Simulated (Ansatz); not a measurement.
## AlGa3N4, space group P-43m: a scan of one input key, step by step

Program: the Python package of Ansatz (0.2.0).

`alga3n4.extxyz`
```text
8
Lattice="4.47168536 0.0 0.0 0.0 4.47168536 0.0 0.0 0.0 4.47168536" Properties=species:S:1:pos:R:3 pbc="T T T"
Al    0.00000000    0.00000000    0.00000000
Ga    2.23584268    2.23584268    0.00000000
Ga    2.23584268    0.00000000    2.23584268
Ga    0.00000000    2.23584268    2.23584268
N     3.37931711    3.37931711    1.09236825
N     3.37931711    1.09236825    3.37931711
N     1.09236825    3.37931711    3.37931711
N     1.09236825    1.09236825    1.09236825
```

At the Python prompt:
```pycon
>>> import ansatz as az
>>> cell = az.Crystal.from_extxyz("alga3n4.extxyz")
>>> cell.resolved().tree()["lattice"]
((4.47168536, 0.0, 0.0), (0.0, 4.47168536, 0.0), (0.0, 0.0, 4.47168536))
>>> calculation = cell.calculation().functional("pbesol").basis(550).kpoints(4).occupations("fixed").band_table()
>>> typed = calculation.input()
>>> rows = []
>>> for value in [2, 6, 12]:
...     edited = typed.set(az.key.scf.n_extra_bands, value)
...     summary = az.Session.from_dict(edited).plan().execute().report
...     rows.append((value, summary["free_energy_ev"], summary["n_iterations"], len(summary["eigenvalues_ev"][0]) if "eigenvalues_ev" in summary else 0))
...

>>> print("   extra bands            F eV      iterations    bands listed")
   extra bands            F eV      iterations    bands listed
>>> for row in rows:
...     print(f"{str(row[0]):>14s}  {row[1]:14.5f}  {row[2]:14d}  {row[3]:14d}")
...
             2    -13274.43119               7              33
             6    -13274.43119               7              37
            12    -13274.43119               7              43
>>> print(edited.to_yaml())
crystal:
  lattice:
    - [4.47168536, 0.0, 0.0]
    - [0.0, 4.47168536, 0.0]
    - [0.0, 0.0, 4.47168536]
  atoms:
    - { symbol: Al, position: [0.0, 0.0, 0.0] }
    - { symbol: Ga, position: [0.5, 0.5, 0.0] }
    - { symbol: Ga, position: [0.5, 0.0, 0.5] }
    - { symbol: Ga, position: [0.0, 0.5, 0.5] }
    - { symbol: "N", position: [0.7557144203902575, 0.7557144203902575, 0.24428557960974248] }
    - { symbol: "N", position: [0.7557144203902575, 0.24428557960974248, 0.7557144203902575] }
    - { symbol: "N", position: [0.24428557960974248, 0.7557144203902575, 0.7557144203902575] }
    - { symbol: "N", position: [0.24428557960974248, 0.24428557960974248, 0.24428557960974248] }
basis:
  ecutwfc: 550.0
kpoints:
  mp_grid:
    grid: [4, 4, 4]
hamiltonian:
  xc: pbesol
scf:
  occupations:
    method: fixed
  n_extra_bands: 12
output:
  eigenvalues: true
```

Caveats:
- Absolute energies stand on the zero of these potentials, so only differences at equal settings mean something. A total without «per atom» is that of the cell as typed.
- The structure comes from a database of computed cells and needn't be a stable or known phase.
- It ran for 10 s on 1 thread of Arm Neoverse V2, with other jobs on the host, peak memory 0.39 GiB.

(Lines on the test bed's own set-up are left out of the output.)
